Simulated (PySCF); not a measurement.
# CH7FGeN2: the cost of one run

The runs use PySCF 2.14.0, with density-fitted response routines of our own; the level of theory stands in each step. All values are computed, except where a source is named. Atoms count from 0, in the outputs and in this text.

### 1 The molecule as given

12 atoms, charge 0, multiplicity 1; geometry from: GFN2-xTB. The atoms were then displaced at random by about 0.01 Å, so the start is not that level's minimum.

Bonds of the start (Å): C0–N1 1.45, N1–Ge2 1.78, Ge2–N3 1.82, Ge2–F4 1.77, C0–H5 1.06, C0–H6 1.09, C0–H7 1.12, N1–H8 1.00, Ge2–H9 1.50, N3–H10 0.98, N3–H11 1.01.

### 2 Geometry optimisation at PBE0-D3(BJ)/def2-SVP

What the job is given:

```
{"job": {"xc": "PBE0", "basis": "def2-SVP", "d3": "d3bj", "grid": 1, "shake": 0.01, "kind": "geom"}, "charge": 0, "multiplicity": 1}
C     -1.683090    -0.298400     0.305840
N     -0.785650     0.030470    -0.781510
Ge     0.916420     0.493730    -0.533970
N      1.677730    -0.594240     0.713170
F      1.147530     2.051850     0.266290
H     -1.139700    -0.698010     1.121900
H     -2.431580    -1.005420    -0.037710
H     -2.213930     0.617150     0.667550
H     -1.256600     0.479880    -1.535490
H      1.576800     0.733880    -1.853800
H      2.476560    -0.270040     1.177240
H      1.755190    -1.569110     0.481470
```

On the command line:

```sh
$ OMP_NUM_THREADS=1 python probes_run.py task.json out
```

The driver reads the jobs from task.json and runs them one after another.

Q: Estimate the wall time and peak memory of this first job on 1 thread of Arm Neoverse V1, shared host.

About 50 s, with a peak of 0.5 GiB.
